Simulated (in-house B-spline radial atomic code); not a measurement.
# Sm⁵⁰⁺: excited configurations

How much energy does it take to promote electrons of Sm⁵⁰⁺ to other shells? Each configuration is solved by itself and compared with the reference.

Method: Dirac-Hartree-Fock, average of configuration, Fermi nucleus, basis-set limit. Code: in-house B-spline radial atomic code version 1.

## 1. The system

* element: samarium (Z = 62)
* charge: +50
* electrons: 12
* configuration: [Ne] 3s2
* Hamiltonian: Dirac-Coulomb
* nucleus: Fermi, rms radius 5.082 fm

The outer shells:

[Ne] 3s2
```
[Ne] core
3s [↑↓]
```

The run's settings:

```ini
Z = 62
electrons = 12.0
configuration = [Ne] 3s2
hamiltonian = dirac
method = hf
spin_polarised = False
nucleus = fermi
rms_radius = 5.0819
mass_number = 152
atomic_mass = 151.919738646
speed_of_light = 137.035999084
```

This reference run was done before. Its total energy is -7846.960138 hartree, and its levels are (the highest eight at most):

```csv
orbital,occupation,energy (eV),<r> (bohr)
1s1/2,2,-50769.8,0.02272
2s1/2,2,-11249.5,0.09467
2p1/2,2,-10864.7,0.07934
2p3/2,4,-10238.7,0.08559
3s1/2,2,-4554.38,0.2288
```

## 2. Run with [He] 2s1 2p6 3s2 7f1

The run's settings:

```ini
Z = 62
electrons = 12.0
configuration = [He] 2s1 2p6 3s2 7f1
hamiltonian = dirac
method = hf
spin_polarised = False
nucleus = fermi
rms_radius = 5.0819
mass_number = 152
atomic_mass = 151.919738646
speed_of_light = 137.035999084
```

## 3. [He] 2s2 2p5 3s2 7g1

The settings differ from step 2 so:

```diff
@@ -2,3 +2,3 @@
 electrons = 12.0
-configuration = [He] 2s1 2p6 3s2 7f1
+configuration = [He] 2s2 2p5 3s2 7g1
 hamiltonian = dirac
```

## 4. Configuration [He] 2s2 2p5 3s2 4f1

The settings differ from step 3 so:

```diff
@@ -2,3 +2,3 @@
 electrons = 12.0
-configuration = [He] 2s2 2p5 3s2 7g1
+configuration = [He] 2s2 2p5 3s2 4f1
 hamiltonian = dirac
```

## 5. Configuration [Ne] 3s1 5s1

The settings differ from step 4 so:

```diff
@@ -2,3 +2,3 @@
 electrons = 12.0
-configuration = [He] 2s2 2p5 3s2 4f1
+configuration = [Ne] 3s1 5s1
 hamiltonian = dirac
```

## 6. [He] 2s1 2p6 3s2 6d1

The settings differ from step 5 so:

```diff
@@ -2,3 +2,3 @@
 electrons = 12.0
-configuration = [Ne] 3s1 5s1
+configuration = [He] 2s1 2p6 3s2 6d1
 hamiltonian = dirac
```

**Question.** How far above the reference does each configuration lie (order and size, in eV)?

As calculated:

| net move | configuration | energy above the reference (eV) | with Breit, QED, recoil (eV) | largest <r> (bohr) |
| --- | --- | --- | --- | --- |
| 3s → 5s | [Ne] 3s1 5s1 | 3007.85 | 3003.12 | 0.672 |
| 2p → 4f | [He] 2s2 2p5 3s2 4f1 | 8204.66 | 8187.80 | 0.347 |
| 2p → 7g | [He] 2s2 2p5 3s2 7g1 | 9718.01 | 9701.12 | 1.24 |
| 2s → 6d | [He] 2s1 2p6 3s2 6d1 | 10239.0 | 10216.6 | 0.976 |
| 2s → 7f | [He] 2s1 2p6 3s2 7f1 | 10517.5 | 10494.9 | 1.31 |

Quantum defects of the promoted electron, δ = n − ζ/√(−2ε) with ζ = 51 and ε its orbital energy in hartree:

| promotion | δ |
| --- | --- |
| 3s → 5s | 0.303 |
| 2p → 4f | 0.024 |
| 2p → 7g | 0.012 |
| 2s → 6d | 0.072 |
| 2s → 7f | 0.031 |

At the bottom stands 3s → 5s (3007.85 eV), at the top 2s → 7f (10517.5 eV). Koopmans' estimate of the ionisation threshold is 4554.38 eV; 4 configurations exceed it by over 2 % and could autoionise. Of those tabulated, the defect is largest for 5s (0.30) and least for 7g (0.01); at this charge much of the defect is relativistic. Two partly filled shells share a symmetry and can mix in the average, which may lower the energy, for: 3s → 5s. These are averages over configurations, without correlation, not spectroscopic levels.
